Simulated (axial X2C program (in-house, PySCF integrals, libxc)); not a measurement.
# Linear NGeO⁺ at several levels

An exercise on one series of results from a longer session: the logs are not shown, and one member is left open.

Computed with an in-house X2C program for linear molecules on PySCF integrals. Level: all-electron X2C, two-component (2c) or spin-free, N dyall-av3z, Ge dyall-v3z, O dyall-av3z.

All values are calculated.

2 further runs of the same task are left out: 2 set aside as unsound or not needed.

Set-up of the first run:

task.json reads:

```json
{"zs": [7, 32, 8], "q": 1, "bas": ["dyall-av3z", "dyall-v3z", "dyall-av3z"], "r0": [1.71, 1.68], "symm": 0, "scan": ["PBE0", "HF", "TPSSh"], "levels": ["PBE0", "HF", "BHandHLYP"], "nst": 2}
```

Keys: zs atomic numbers; q charge; bas basis sets; r0 starting distance in Å; symm equal bonds; scan levels of the two-bond scan; levels methods; nst determinants followed.

Launch:

```bash
$ python solin.py task.json out
```

Masses N 14.003, Ge 73.921, O 15.995 u.

Among the steps run: Scan at PBE0, 2c; Scan at TPSSh, 2c; Scan at PBE0, spin-free.

One table of the session follows, with a row left open; its other results are not shown here.

```
           level  r(Ge–O) (Å)  lower stretch (cm⁻¹)  upper stretch (cm⁻¹)
        PBE0, 2c            ?                     ?                     ?
       TPSSh, 2c        1.599                 544.5                1026.9
 PBE0, spin-free        1.587                 548.7                1061.5
TPSSh, spin-free        1.599                 544.7                1027.1
```

Q: Estimate the row for PBE0, 2c from the others.

The run gave: r(Ge–O) (Å): 1.588; lower stretch (cm⁻¹): 548.6; upper stretch (cm⁻¹): 1061.3. In the column «r(Ge–O) (Å)» it lies between PBE0, spin-free (1.587) and TPSSh, 2c (1.599).

Scans not shown above were run alike.

The molecule was held linear; bending was not examined, so a bent shape may lie lower. Open-shell Ω = 0 determinants with evenly filled partner blocks cannot be reached by this program, so the Ω shown need not be the lowest component. Note: several unpaired electrons, one determinant need not be a pure state.
